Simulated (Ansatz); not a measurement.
# C2H7GaSe: basis-set convergence

An exercise on one series of results from a longer session: the logs are not shown, and one member is left open.

Program: Ansatz 0.2.0, Gaussian basis. Level of theory: one geometry, several basis sets. These are calculated values, not measurements.

Levels to be run: PBE0-D4/def2-SVP; ωB97M-V/def2-SVP; PBE0-D4/def2-QZVPP; ωB97M-V/def2-QZVPP; the functionals' def2-TZVPP values are taken from earlier runs.

### The relaxed structure

An earlier PBE0-D4 in a triple-zeta def2 set relaxation fixed the geometry.

11 atoms, charge 0, spin multiplicity 1.

Atoms are counted from 1 here; the program's logs count them from 0.

Bond lengths: C1–Ga2 1.965 Å, C1–H5 1.092 Å, C1–H6 1.090 Å, C1–H7 1.093 Å, Ga2–Se3 2.321 Å, Ga2–H8 1.565 Å, Se3–C4 1.961 Å, C4–H9 1.087 Å, C4–H10 1.088 Å, C4–H11 1.088 Å. Angles: Ga2–C1–H5 110.4°, Ga2–C1–H6 111.6°, Ga2–C1–H7 110.0°, H5–C1–H6 108.8°, H5–C1–H7 107.4°, H6–C1–H7 108.6°, C1–Ga2–Se3 118.4°, C1–Ga2–H8 126.8°, Se3–Ga2–H8 114.7°, Ga2–Se3–C4 100.0°, Se3–C4–H9 110.5°, Se3–C4–H10 106.7°, Se3–C4–H11 110.5°, H9–C4–H10 109.4°, H9–C4–H11 110.3°, H10–C4–H11 109.4°.

The first run:

Contents of in.yaml:

```yaml
crystal:
  periodic: [false, false, false]
  atoms:
    - {symbol: C, position_ang: [-1.470780, 0.878736, 0.076502]}
    - {symbol: Ga, position_ang: [-0.603146, -0.234893, 1.443084]}
    - {symbol: Se, position_ang: [1.410151, -1.262376, 0.916671]}
    - {symbol: C, position_ang: [1.641570, -0.631506, -0.925277]}
    - {symbol: H, position_ang: [-1.632728, 0.302021, -0.837074]}
    - {symbol: H, position_ang: [-2.430515, 1.263210, 0.423190]}
    - {symbol: H, position_ang: [-0.828595, 1.724998, -0.180029]}
    - {symbol: H, position_ang: [-1.123463, -0.517625, 2.892125]}
    - {symbol: H, position_ang: [1.707658, 0.453681, -0.950327]}
    - {symbol: H, position_ang: [2.574700, -1.059321, -1.287260]}
    - {symbol: H, position_ang: [0.820547, -0.973826, -1.550905]}
basis:
  gaussian: {orbitals: def2-SVP}
hamiltonian: {xc: pbe0, dispersion: d4}
output: {orbitals: {seedname: orbitals}}
```

Launch:

```console
$ ansatz run in.yaml --threads 4 --pin off --events-out ev --progress --plain --max-ram 10444MiB
```

Steps of the session up to this table: PBE0-D4 in def2-SVP; ωB97M-V in def2-SVP; PBE0-D4 in def2-QZVPP; ωB97M-V in def2-QZVPP.

One table of the session follows, with a row left open; its other results are not shown here.

It belongs to the step «Functionals by basis». 

```
functional       basis  HOMO (eV)
   PBE0-D4    def2-SVP      -6.56
   PBE0-D4  def2-TZVPP      -6.64
   PBE0-D4  def2-QZVPP      -6.65
   ωB97M-V    def2-SVP      -8.66
   ωB97M-V  def2-TZVPP      -8.76
   ωB97M-V  def2-QZVPP          ?
```

Q: Estimate the row for ωB97M-V, def2-QZVPP from the others.

The run gave: HOMO (eV): -8.77. In the column «HOMO (eV)» it is the lowest.
